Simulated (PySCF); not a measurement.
# H2O3Pb2 (Pb2(O)1(OH)2): the cost of one run

Program: PySCF 2.14.0. Level of theory: PBE0, Pb def2-SVP with ECP60, O def2-SVP, H def2-SVP; scalar-relativistic core potentials, no spin–orbit coupling. These are calculated values, not measurements.

4 further runs of the same task are left out: 2 for a known fault of the program, 2 that didn't finish.

## 1. Where the work starts

7 atoms, charge 0, spin multiplicity 1.

Bond lengths: Pb1–O3 2.091 Å, Pb1–O4 2.105 Å, Pb2–O3 2.091 Å, Pb2–O6 2.105 Å, O4–H5 0.967 Å, O6–H7 0.967 Å. Angles: O3–Pb1–O4 93.3°, O3–Pb2–O6 93.3°, Pb1–O3–Pb2 157.4°, Pb1–O4–H5 107.8°, Pb2–O6–H7 107.8°.

Coordinates:

```tsv
atom	x (Å)	y (Å)	z (Å)
Pb1	-1.27228	0.00000	2.05026
Pb2	-1.27228	0.00000	-2.05026
O3	-0.86316	0.00000	0.00000
O4	0.76570	0.00000	2.57901
H5	1.28286	0.00000	1.76166
O6	0.76570	0.00000	-2.57901
H7	1.28286	0.00000	-1.76166
```

Formal oxidation states: Pb +2. An earlier session relaxed this geometry at PBE0, Pb def2-SVP with ECP60, O def2-SVP, H def2-SVP (singlet, point group C2v).

Its energy there is -612.257614 Eh.

## 2. Multiplicity 3 at the relaxed geometry

Contents of run.py (the lines that set the calculation):

```python
mol = gto.M(atom='''
Pb    -1.27228     0.00000     2.05026
Pb    -1.27228     0.00000    -2.05026
O     -0.86316     0.00000     0.00000
O      0.76570     0.00000     2.57901
H      1.28286     0.00000     1.76166
O      0.76570     0.00000    -2.57901
H      1.28286     0.00000    -1.76166''',
    basis={'Pb': 'def2-SVP', 'O': 'def2-SVP', 'H': 'def2-SVP'},
    ecp={'Pb': 'def2-SVP'},
    charge=0, spin=2)
mf = dft.UKS(mol, xc='PBE0')
mf.grids.atom_grid = (50, 194)
mf = mf.density_fit()  # fitting sets: Pb def2-universal-JKFIT, O def2-universal-JKFIT, H def2-universal-JKFIT
mf.conv_tol = 1e-08; mf.max_cycle = 55
mf.kernel(dm0)  # dm0: free metal ions and neutral atoms
```

The run is started by

```
$ OMP_NUM_THREADS=2 python run.py
```

**Question.** How long does this run take on 2 threads of Arm Neoverse V2, shared host?

About 5 s.
